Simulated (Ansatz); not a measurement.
# C₃H₁₁GaS: how energies converge with the basis set

Aim: see how fast density functionals converge with the basis set for C₃H₁₁GaS.

Program: Ansatz 0.2.0, Gaussian basis. Level of theory: one geometry, several basis sets. These are calculated values, not measurements.

The runs, in order: PBE0-D4/def2-SVP; ωB97M-V/def2-SVP; PBE0-D4/def2-QZVPP; ωB97M-V/def2-QZVPP; the functionals' def2-TZVPP values are taken from earlier runs.

## Step 1: The relaxed structure

The geometry comes from an earlier relaxation with PBE0-D4 in a triple-zeta def2 set; it is a stationary point, not always the lowest conformer.

SMILES `[CH3][Ga-]([CH3])([CH3])[SH2+]`, 16 atoms, charge 0, spin multiplicity 1.

Atoms are counted from 1 here; the program's logs count them from 0.

Bond lengths: C1–Ga2 1.990 Å, C1–H6 1.095 Å, C1–H7 1.093 Å, C1–H8 1.093 Å, Ga2–C3 1.987 Å, Ga2–C4 1.987 Å, Ga2–S5 2.701 Å, C3–H9 1.093 Å, C3–H10 1.093 Å, C3–H11 1.095 Å, C4–H12 1.093 Å, C4–H13 1.095 Å, C4–H14 1.093 Å, S5–H15 1.343 Å, S5–H16 1.343 Å. Angles: Ga2–C1–H6 109.6°, Ga2–C1–H7 112.2°, Ga2–C1–H8 112.2°, H6–C1–H7 107.0°, H6–C1–H8 107.0°, H7–C1–H8 108.5°, C1–Ga2–C3 118.8°, C1–Ga2–C4 118.8°, C1–Ga2–S5 97.0°, C3–Ga2–C4 119.3°, C3–Ga2–S5 95.5°, C4–Ga2–S5 95.4°, Ga2–C3–H9 112.3°, Ga2–C3–H10 112.1°, Ga2–C3–H11 109.5°, H9–C3–H10 108.5°, H9–C3–H11 107.1°, H10–C3–H11 107.2° and more.

Geometry (Å):

```xyz
16
charge 0, multiplicity 1
C    -0.5331    1.2893   -1.3541
Ga    0.2294   -0.1547   -0.2176
C     2.0047    0.1312    0.6278
C    -0.4545   -2.0074   -0.4389
S    -1.2077    0.3851    2.0049
H    -0.0732    1.2564   -2.3471
H    -0.3392    2.2841   -0.9443
H    -1.6112    1.1777   -1.4967
H     2.1374    1.1584    0.9769
H     2.1723   -0.5450    1.4695
H     2.7936   -0.0629   -0.1058
H    -0.2363   -2.6317    0.4309
H     0.0291   -2.4750   -1.3024
H    -1.5319   -2.0327   -0.6220
H    -1.0098    1.7133    1.9819
H    -2.3925    0.4911    1.3813
```

## Step 2: PBE0-D4 in def2-SVP

in.yaml reads:

```yaml
crystal:
  periodic: [false, false, false]
  atoms:
    - {symbol: C, position_ang: [-0.533103, 1.289317, -1.354131]}
    - {symbol: Ga, position_ang: [0.229429, -0.154738, -0.217622]}
    - {symbol: C, position_ang: [2.004686, 0.131222, 0.627785]}
    - {symbol: C, position_ang: [-0.454541, -2.007355, -0.438876]}
    - {symbol: S, position_ang: [-1.207730, 0.385110, 2.004866]}
    - {symbol: H, position_ang: [-0.073223, 1.256399, -2.347101]}
    - {symbol: H, position_ang: [-0.339213, 2.284094, -0.944277]}
    - {symbol: H, position_ang: [-1.611237, 1.177673, -1.496737]}
    - {symbol: H, position_ang: [2.137355, 1.158450, 0.976944]}
    - {symbol: H, position_ang: [2.172314, -0.545034, 1.469451]}
    - {symbol: H, position_ang: [2.793614, -0.062909, -0.105818]}
    - {symbol: H, position_ang: [-0.236295, -2.631693, 0.430935]}
    - {symbol: H, position_ang: [0.029105, -2.474980, -1.302391]}
    - {symbol: H, position_ang: [-1.531866, -2.032743, -0.621975]}
    - {symbol: H, position_ang: [-1.009775, 1.713315, 1.981870]}
    - {symbol: H, position_ang: [-2.392520, 0.491072, 1.381276]}
basis:
  gaussian: {orbitals: def2-SVP}
hamiltonian: {xc: pbe0, dispersion: d4}
output: {orbitals: {seedname: orbitals}}
```

Command:

```bash
$ ansatz run in.yaml --threads 4 --pin off --events-out ev --progress --plain --max-ram 11315MiB
```

After this run come: ωB97M-V in def2-SVP; PBE0-D4 in def2-QZVPP; ωB97M-V in def2-QZVPP.

Q: Predict the results of all the runs planned. Wanted: PBE0-D4: double and triple zeta above quadruple; ωB97M-V: double and triple zeta above quadruple.

As calculated:

```
                                       quantity           value
PBE0-D4: double and triple zeta above quadruple  15.87, 1.71 eV
ωB97M-V: double and triple zeta above quadruple  16.04, 1.66 eV
```

**Reading.** PBE0-D4 gains 14.17 eV from double to triple zeta, then 1.71 eV more. Total energies overstate the basis error of differences, where much of it tends to cancel. The LUMO of ωB97M-V is positive and keeps falling with the basis (2.14 to 1.01 eV): an unbound level that the basis holds in place.
